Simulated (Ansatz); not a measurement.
# BH7NPSi: one species, many methods

One table from this session's results is given with a row withheld; the runs are named, their logs left out.

Computed with Ansatz 0.2.0, Gaussian basis. Level: functionals in def2-TZVPP, the program's frozen cores in correlated methods.

The runs, in order: LDA (SPW92), PBE-D4, revPBE-D4, BLYP-D4, r2SCAN-D4, B97M-V, PBE0-D4, B3LYP-D4, r2SCANh-D4, r2SCAN0-D4, HSE06-D4, BHLYP-D4, CAM-B3LYP-D4, LC-ωPBE, ωB97X-V, ωB97M-V, B2PLYP, PBE-QIDH; CCSD(T)/def2-SVP; CCSD(T)/def2-TZVPP; MP2/def2-QZVPP; extrapolation to the limit; RPA on PBE.

### Structure used throughout

All runs share one geometry, relaxed beforehand with PBE0-D4 in a triple-zeta def2 set.

SMILES `B[SiH](N)P`, 11 atoms, charge 0, spin multiplicity 1.

Atoms are counted from 1 here; the program's logs count them from 0.

Bond lengths: B1–Si2 1.936 Å, B1–H5 1.194 Å, B1–H6 1.199 Å, Si2–N3 1.706 Å, Si2–P4 2.318 Å, Si2–H7 1.480 Å, N3–H8 1.006 Å, N3–H9 1.006 Å, P4–H10 1.419 Å, P4–H11 1.459 Å. Angles: Si2–B1–H5 121.3°, Si2–B1–H6 118.1°, H5–B1–H6 120.4°, B1–Si2–N3 121.8°, B1–Si2–P4 70.6°, B1–Si2–H7 124.3°, N3–Si2–P4 117.3°, N3–Si2–H7 109.4°, P4–Si2–H7 105.1°, Si2–N3–H8 122.2°, Si2–N3–H9 120.3°, H8–N3–H9 112.0°, Si2–P4–H10 94.1°, Si2–P4–H11 92.0°, H10–P4–H11 93.2°.

As a file:

```csv
atom,x (Å),y (Å),z (Å)
B1,-0.71773,1.15531,-0.31432
Si2,0.63634,0.00671,0.45814
N3,0.33368,-0.92791,1.85299
P4,-0.04493,-0.86959,-1.57710
H5,-0.42391,2.08436,-1.00402
H6,-1.86059,0.96966,-0.00232
H7,2.09372,0.22240,0.31683
H8,0.89926,-1.72347,2.09772
H9,-0.59874,-0.99920,2.22468
H10,0.86582,-0.08796,-2.33386
H11,-1.11742,0.11268,-1.69825
```

Set-up of the first run:

Input file in.yaml:

```yaml
crystal:
  periodic: [false, false, false]
  atoms:
    - {symbol: B, position_ang: [-0.717732, 1.155314, -0.314324]}
    - {symbol: Si, position_ang: [0.636340, 0.006708, 0.458142]}
    - {symbol: N, position_ang: [0.333676, -0.927909, 1.852989]}
    - {symbol: P, position_ang: [-0.044927, -0.869591, -1.577097]}
    - {symbol: H, position_ang: [-0.423913, 2.084362, -1.004016]}
    - {symbol: H, position_ang: [-1.860593, 0.969659, -0.002323]}
    - {symbol: H, position_ang: [2.093724, 0.222398, 0.316831]}
    - {symbol: H, position_ang: [0.899265, -1.723468, 2.097724]}
    - {symbol: H, position_ang: [-0.598735, -0.999202, 2.224683]}
    - {symbol: H, position_ang: [0.865817, -0.087957, -2.333862]}
    - {symbol: H, position_ang: [-1.117422, 0.112684, -1.698247]}
basis:
  gaussian: {orbitals: def2-TZVPP}
hamiltonian: {xc: lda}
output: {orbitals: {seedname: orbitals}}
```

The run is started by

```
$ ansatz run in.yaml --threads 2 --pin off --events-out ev --progress --plain --max-ram 4352MiB
```

Steps of the session up to this table: LDA; PBE-D4 (GGA); revPBE-D4 (GGA); BLYP-D4 (GGA); r2SCAN-D4 (meta-GGA); B97M-V (meta-GGA); PBE0-D4 (hybrid); B3LYP-D4 (hybrid); r2SCANh-D4 (hybrid); r2SCAN0-D4 (hybrid); HSE06-D4 (hybrid); BHLYP-D4 (hybrid); CAM-B3LYP-D4 (range-separated); LC-ωPBE (range-separated); ωB97X-V (range-separated); ωB97M-V (range-separated); B2PLYP (double hybrid); PBE-QIDH (double hybrid).

One table of the session follows, with a row left open; its other results are not shown here.

It belongs to the step «Orbital energies across the functionals». 

| functional | HOMO (eV) | gap (eV) |
| --- | --- | --- |
| LDA (SPW92) | -5.73 | 4.02 |
| PBE-D4 | -5.60 | 4.10 |
| revPBE-D4 | -5.55 | 4.14 |
| BLYP-D4 | -5.43 | 4.10 |
| r2SCAN-D4 | -5.80 | 4.60 |
| B97M-V | -5.87 | 4.61 |
| PBE0-D4 | -6.63 | 6.03 |
| B3LYP-D4 | -6.41 | 5.64 |
| r2SCANh-D4 | -6.18 | 5.30 |
| r2SCAN0-D4 | -6.76 | 6.33 |
| HSE06-D4 | -6.24 | 5.27 |
| BHLYP-D4 | ? | ? |
| CAM-B3LYP-D4 | -7.81 | 8.27 |
| LC-ωPBE | -9.08 | 10.62 |
| ωB97X-V | -8.76 | 10.21 |
| ωB97M-V | -8.60 | 9.81 |

Estimate the missing values for BHLYP-D4.

Worked estimate for «HOMO (eV)». Against the share of exact exchange, BLYP-D4 (0, -5.43), B3LYP-D4 (0.2, -6.41) give a slope of -4.90 per unit share; at 0.5 the line stands at -7.88.

**Answer.** HOMO (eV): -7.49; gap (eV): 7.87. In «HOMO (eV)» the line misses by -0.39.
